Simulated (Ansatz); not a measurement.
Relaxation of a periodic cell of 23 atoms, Si8NO14 (host SiO2, host structure P4_2/mnm, dopant N, one O atom removed), cell charge +2, to a largest force component of 0.03 eV/Å in at most 60 steps.

Method: Ansatz, DFT PBE, scalar-relativistic, plane waves, PAW. Settings: PAW set soft_1, cutoff 420 eV, k mesh 2x2x2, fermi-dirac smearing 0.05 eV, spin collinear.

```xyz
23
Lattice="-4.1773 -4.1773 0.0000 4.1773 -4.1773 0.0000 0.0000 0.0000 5.3310" Properties=species:S:1:pos:R:3:forces:R:3
Si -0.017 -4.167 -0.037 1.31 -1.22 5.95
Si 2.101 -2.081 1.306 -1.30 0.00 1.60
O 1.298 -2.871 -0.061 -2.74 -1.77 1.02
O 0.799 -0.788 1.381 0.63 -0.69 -1.86
O -1.291 -5.488 0.037 1.36 2.33 -2.16
O 3.366 -3.386 1.314 -0.74 0.93 -0.47
Si 0.012 -4.207 2.621 1.73 -1.64 -3.28
Si 2.114 -2.146 4.038 -0.10 1.72 -3.30
O 1.295 -2.902 2.629 -1.48 -0.91 1.48
O 0.805 -0.761 3.972 0.72 -0.76 0.51
O -1.293 -5.485 2.628 1.35 1.69 2.10
O 3.375 -3.357 3.979 -0.25 0.43 0.25
Si 0.033 0.067 -0.023 0.31 -1.58 0.08
Si -2.080 -2.039 1.345 -0.31 -0.31 -0.75
O -2.850 -2.859 0.008 -0.06 -1.39 -1.17
O 0.801 -4.992 1.315 0.31 0.07 -0.43
O -1.258 -1.295 -0.015 0.69 -0.46 -1.10
O -0.817 -3.363 1.376 -0.32 0.56 -1.33
Si -0.029 0.013 2.630 0.82 -0.51 1.19
Si -2.071 -2.118 3.988 -2.44 3.08 -0.19
O -2.897 -2.892 2.631 0.80 -0.03 1.68
N 0.785 -4.948 4.029 -1.23 0.86 -1.60
O -1.314 -1.267 2.645 0.93 -0.38 1.78
```

**Question.** Where does it end, and by what steps?

**Answer.** It converged. Limits of this set-up: coarse k mesh, charged cell in a uniform background, uncorrected. After 5 steps the energy has fallen by 3.018 eV; Si20 moved furthest, 0.28 Å.

| step | energy less start (eV) | largest force component (eV/Å) | accepted |
| --- | --- | --- | --- |
| 0 | 0.0000 | 5.953 | yes |
| 1 | -1.6907 | 3.721 | yes |
| 2 | -2.9478 | 1.309 | yes |
| 3 | -3.0156 | 0.277 | yes |
| 4 | -3.0183 | 0.036 | yes |
| 5 | -3.0185 | 0.005 | yes |

```xyz
23
Lattice="-4.1773 -4.1773 0.0000 4.1773 -4.1773 0.0000 0.0000 0.0000 5.3310" Properties=species:S:1:pos:R:3
Si 0.080 -4.249 0.114
Si 2.067 -2.059 1.322
O 1.218 -2.888 -0.024
O 0.804 -0.796 1.322
O -1.281 -5.387 -0.023
O 3.350 -3.341 1.322
Si 0.080 -4.249 2.530
Si 2.075 -2.066 3.988
O 1.218 -2.888 2.668
O 0.815 -0.806 3.988
O -1.281 -5.387 2.668
O 3.350 -3.341 3.988
Si -0.002 0.010 -0.021
Si -2.014 -2.155 1.322
O -2.834 -2.925 -0.052
O 0.894 -5.063 1.322
O -1.244 -1.336 -0.052
O -0.773 -3.396 1.322
Si -0.002 0.010 2.666
Si -2.258 -1.911 3.988
O -2.833 -2.925 2.697
N 0.683 -4.852 3.988
O -1.244 -1.335 2.697
```

Whether the end is a true minimum wasn't checked by a vibrational analysis.

Time of the run: 40 s on 2 threads of Arm Neoverse V2 (shared host), peak memory 0.58 GiB.
